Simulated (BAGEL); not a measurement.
# CH4B2ClF (SMILES FBCBCl) at HF/6-31G(d) (density fitting with qzvpp-jkfit, spherical functions)

Aim: the energy change on altering one bond length of CH4B2ClF at HF/6-31G* (density fitting with qzvpp-jkfit, spherical functions), from 2 runs. 

The results are computed with BAGEL 1.2.2.

12 further runs of the same task are left out: 10 that didn't finish, 2 set aside as unsound or not needed. Runs told in other sessions of the task aren't counted.

### 1 The structure to begin with

CH4B2ClF: 9 atoms, total charge 0, spin state singlet. As SMILES, `FBCBCl`. The coordinates come from a GFN2-xTB relaxation. This is one conformer, not always the lowest.

Bond lengths: F1–B2 1.316 Å, B2–C3 1.580 Å, C3–B4 1.580 Å, B4–Cl5 1.692 Å, B2–H6 1.174 Å, C3–H7 1.090 Å, C3–H8 1.088 Å, B4–H9 1.173 Å. Some angles: F1–B2–C3 118.8°, B2–C3–B4 108.5°, C3–B4–Cl5 120.1°, F1–B2–H6 116.4°, C3–B2–H6 124.7°, B2–C3–H7 108.5°, B2–C3–H8 109.9°, B4–C3–H7 109.1°, B4–C3–H8 111.3°, C3–B4–H9 121.7°.

### 2 A single-point energy at HF/6-31G(d) (density fitting with qzvpp-jkfit, spherical functions)

input.json reads:

```json
{ "bagel": [

{
  "title": "molecule",
  "basis": "6-31gs.json",
  "df_basis": "qzvpp-jkfit",
  "angstrom": true,
  "geometry": [
    { "atom": "F", "xyz": [      -0.703720,      -0.651330,       1.994650 ] },
    { "atom": "B", "xyz": [      -0.042560,       0.248870,       1.299420 ] },
    { "atom": "C", "xyz": [       0.631940,      -0.184840,      -0.061410 ] },
    { "atom": "B", "xyz": [      -0.468470,      -0.167060,      -1.195660 ] },
    { "atom": "Cl", "xyz": [      -0.697720,       1.221460,      -2.134920 ] },
    { "atom": "H", "xyz": [      -0.021720,       1.336680,       1.739310 ] },
    { "atom": "H", "xyz": [       1.012190,      -1.200130,       0.049410 ] },
    { "atom": "H", "xyz": [       1.455080,       0.486450,      -0.297520 ] },
    { "atom": "H", "xyz": [      -1.165020,      -1.090090,      -1.393270 ] }
  ]
},

{
  "title": "hf"
},

{
  "title": "print",
  "file": "orbitals.molden",
  "orbitals": true
}

]}
```

The basis set 6-31G* is read from a file made from the Basis Set Exchange's data (not shown).

Launch:

```
$ BAGEL_NUM_THREADS=1 BAGEL input.json > input.out
```

Log:

```text
* using 1 threads per process

  ===============================================================
  ===============================================================

  *** Geometry ***

  { "atom" : "F", "xyz" : [     -1.329838,     -1.230835,      3.769342 ] },
  { "atom" : "B", "xyz" : [     -0.080427,      0.470296,      2.455548 ] },
  { "atom" : "C", "xyz" : [      1.194194,     -0.349297,     -0.116048 ] },
  { "atom" : "B", "xyz" : [     -0.885280,     -0.315698,     -2.259470 ] },
  { "atom" : "Cl", "xyz" : [     -1.318500,      2.308225,     -4.034414 ] },
  { "atom" : "H", "xyz" : [     -0.041045,      2.525959,      3.286820 ] },
  { "atom" : "H", "xyz" : [      1.912762,     -2.267917,      0.093371 ] },
  { "atom" : "H", "xyz" : [      2.749703,      0.919257,     -0.562231 ] },
  { "atom" : "H", "xyz" : [     -2.201569,     -2.059972,     -2.632899 ] },

  Number of auxiliary basis functions:      502

  Since a DF basis is specified, we compute 2- and 3-index integrals:
    o Being stored without compression. Storage requirement is 0.027 GB

  Number of basis functions:       82
  Number of electrons      :       46

    * METHOD: MOLECULE                             0.27

  *** RHF ***

  === Nuclear Repulsion ===
   176.8614927422

      * DIIS with orbital gradients will be used.

  === RHF iteration (6-31gs.json) ===
      0       -648.42747035          0.01626012           0.07
      1       -648.54620349          0.00884353           0.06
      2       -648.57983535          0.00166134           0.06
      3       -648.58164573          0.00042853           0.06
      4       -648.58176787          0.00010735           0.06
      5       -648.58177945          0.00002452           0.06
      6       -648.58178013          0.00000741           0.06
      7       -648.58178018          0.00000198           0.06
      8       -648.58178018          0.00000058           0.06
      9       -648.58178018          0.00000025           0.06
     10       -648.58178018          0.00000010           0.06
     11       -648.58178018          0.00000004           0.06
     12       -648.58178018          0.00000001           0.06
     13       -648.58178018          0.00000000           0.06
    * SCF iteration converged.

    * Permanent dipole moment:
           (   -0.429547,     0.134849,    -0.023574) a.u.

    * METHOD: HF                                   1.08

    * METHOD: PRINT                                0.02

  ===============================================================
```

It took 1.5 s on 1 thread of Arm Neoverse V1, shared host.

### 3 The distorted shape at the same level

calc.json reads:

```json
{ "bagel": [

{
  "title": "molecule",
  "basis": "6-31gs.json",
  "df_basis": "qzvpp-jkfit",
  "angstrom": "true",
  "geometry": [
    { "atom": "F", "xyz": [      -0.902070,      -0.921392,       2.203221 ] },
    { "atom": "B", "xyz": [      -0.042560,       0.248870,       1.299420 ] },
    { "atom": "C", "xyz": [       0.631940,      -0.184840,      -0.061410 ] },
    { "atom": "B", "xyz": [      -0.468470,      -0.167060,      -1.195660 ] },
    { "atom": "Cl", "xyz": [      -0.697720,       1.221460,      -2.134920 ] },
    { "atom": "H", "xyz": [      -0.021720,       1.336680,       1.739310 ] },
    { "atom": "H", "xyz": [       1.012190,      -1.200130,       0.049410 ] },
    { "atom": "H", "xyz": [       1.455080,       0.486450,      -0.297520 ] },
    { "atom": "H", "xyz": [      -1.165020,      -1.090090,      -1.393270 ] }
  ]
},

{
  "title": "hf"
},

{
  "title": "print",
  "file": "orbitals.molden",
  "orbitals": "true"
}

]}
```

The basis set 6-31G* is read from a file made from the Basis Set Exchange's data (not shown).

Launch:

```
$ BAGEL_NUM_THREADS=1 BAGEL calc.json > calc.out
```

Log:

```text
* using 1 threads per process

  ===============================================================
  ===============================================================

  *** Geometry ***

  { "atom" : "F", "xyz" : [     -1.704665,     -1.741179,      4.163484 ] },
  { "atom" : "B", "xyz" : [     -0.080427,      0.470296,      2.455548 ] },
  { "atom" : "C", "xyz" : [      1.194194,     -0.349297,     -0.116048 ] },
  { "atom" : "B", "xyz" : [     -0.885280,     -0.315698,     -2.259470 ] },
  { "atom" : "Cl", "xyz" : [     -1.318500,      2.308225,     -4.034414 ] },
  { "atom" : "H", "xyz" : [     -0.041045,      2.525959,      3.286820 ] },
  { "atom" : "H", "xyz" : [      1.912762,     -2.267917,      0.093371 ] },
  { "atom" : "H", "xyz" : [      2.749703,      0.919257,     -0.562231 ] },
  { "atom" : "H", "xyz" : [     -2.201569,     -2.059972,     -2.632899 ] },

  Number of auxiliary basis functions:      502

  Since a DF basis is specified, we compute 2- and 3-index integrals:
    o Being stored without compression. Storage requirement is 0.027 GB

  Number of basis functions:       82
  Number of electrons      :       46

    * METHOD: MOLECULE                             0.27

  *** RHF ***

  === Nuclear Repulsion ===
   168.9395946253

      * DIIS with orbital gradients will be used.

  === RHF iteration (6-31gs.json) ===
      0       -648.30850442          0.01826407           0.07
      1       -648.43903751          0.01245000           0.07
      2       -648.51342564          0.00210401           0.07
      3       -648.51646242          0.00056282           0.07
      4       -648.51670611          0.00015604           0.06
      5       -648.51673384          0.00004214           0.07
      6       -648.51673632          0.00001495           0.07
      7       -648.51673660          0.00000469           0.06
      8       -648.51673663          0.00000144           0.06
      9       -648.51673663          0.00000049           0.06
     10       -648.51673663          0.00000015           0.07
     11       -648.51673663          0.00000006           0.06
     12       -648.51673663          0.00000002           0.07
     13       -648.51673663          0.00000001           0.07
    * SCF iteration converged.

    * Permanent dipole moment:
           (   -0.834747,    -0.380447,     0.544790) a.u.

    * METHOD: HF                                   1.11

    * METHOD: PRINT                                0.02

  ===============================================================
```

It took 1.5 s on 1 thread of Arm Neoverse V1, shared host.

### 4 Summary of results

At HF/6-31G* (density fitting with qzvpp-jkfit, spherical functions):

| quantity | value |
| --- | --- |
| first shape: total energy | -648.58178 Eh |
| first shape: dipole moment | 1.15 D |
| first shape: HOMO energy | -11.68 eV |
| first shape: LUMO energy | 2.29 eV |
| first shape: HOMO–LUMO gap | 13.97 eV |
| distorted shape: total energy | -648.51674 Eh |
| distorted shape: dipole moment | 2.71 D |
| distorted shape: HOMO energy | -12.09 eV |
| distorted shape: LUMO energy | 1.57 eV |
| distorted shape: HOMO–LUMO gap | 13.65 eV |
| energy change with the F1–B2 bond stretched from 1.316 to 1.710 Å | 1.770 eV |

In words: With the F1–B2 bond stretched from 1.316 to 1.710 Å the energy rises by 1.77 eV (171 kJ/mol). The first shape isn't relaxed at this level, so the change isn't measured from a minimum.
